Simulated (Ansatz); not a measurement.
# Na2I: the cost of one run

Program: Ansatz 0.2.0. Level of theory: DFT PBE, scalar-relativistic, plane waves, PAW. These are calculated values, not measurements.

## (1) The starting structure

It takes space group P6/mmm (No. 191, hexagonal). The conventional cell has a = 4.779 Å, b = 4.779 Å, c = 5.069 Å, α = 90.00°, β = 90.00°, γ = 120.00°. Na (site symmetry -6m2) is surrounded by 3 Na at 2.76 Å and 6 I at 3.75 Å. I (site symmetry 6/mmm) has 12 Na at 3.75 Å as nearest neighbours.

Coordinates:

```cif
data_structure
_symmetry_space_group_name_H-M 'P6/mmm'
_symmetry_Int_Tables_number 191
_cell_length_a 4.7791
_cell_length_b 4.7791
_cell_length_c 5.0687
_cell_angle_alpha 90.000
_cell_angle_beta 90.000
_cell_angle_gamma 120.000
_cell_volume 100.26
loop_
_atom_site_label
_atom_site_type_symbol
_atom_site_symmetry_multiplicity
_atom_site_Wyckoff_symbol
_atom_site_fract_x
_atom_site_fract_y
_atom_site_fract_z
_atom_site_occupancy
Na1 Na 2 c 0.33333 0.66667 0.00000 1
I1 I 1 b 0.00000 0.00000 0.50000 1
```

Recipe of the guess: random cell by space group and Wyckoff sites (P6/mmm, No. 191). Lengths come from tabulated atomic sizes and are only a guess.

## (2) The guess as it stands, on a coarse mesh

Input file input.yaml:

```yaml
crystal:
  lattice:
    - [4.77910188, 0.0, 0.0]
    - [-2.38955094, 4.13882363, 0.0]
    - [0.0, 0.0, 5.06870892]
  atoms:
    - { symbol: Na, position: [0.33333333, 0.66666667, 0.0] }
    - { symbol: Na, position: [0.66666667, 0.33333333, 0.0] }
    - { symbol: I, position: [0.0, 0.0, 0.5] }
basis:
  ecutwfc: 420
kpoints:
  mp_grid: { grid: [6, 6, 4] }
hamiltonian:
  xc: pbe
scf:
  occupations: { method: gaussian, width: 0.1 }
  lower_state_search: "off"
output:
  forces: true
  stress: true
  eigenvalues: true
```

On the command line:

```sh
$ ansatz run input.yaml --threads 1 --pin off --max-ram 2048MiB --backend cpu --events-out ev --progress --plain --runs-dir out
```

**Question.** How long does this run take on 1 thread of Intel Xeon Platinum 8259CL at 2.50GHz (Skylake/Cascade Lake), shared host, and how much memory does it need?

About 2.8 s, with a peak of 0.41 GiB.
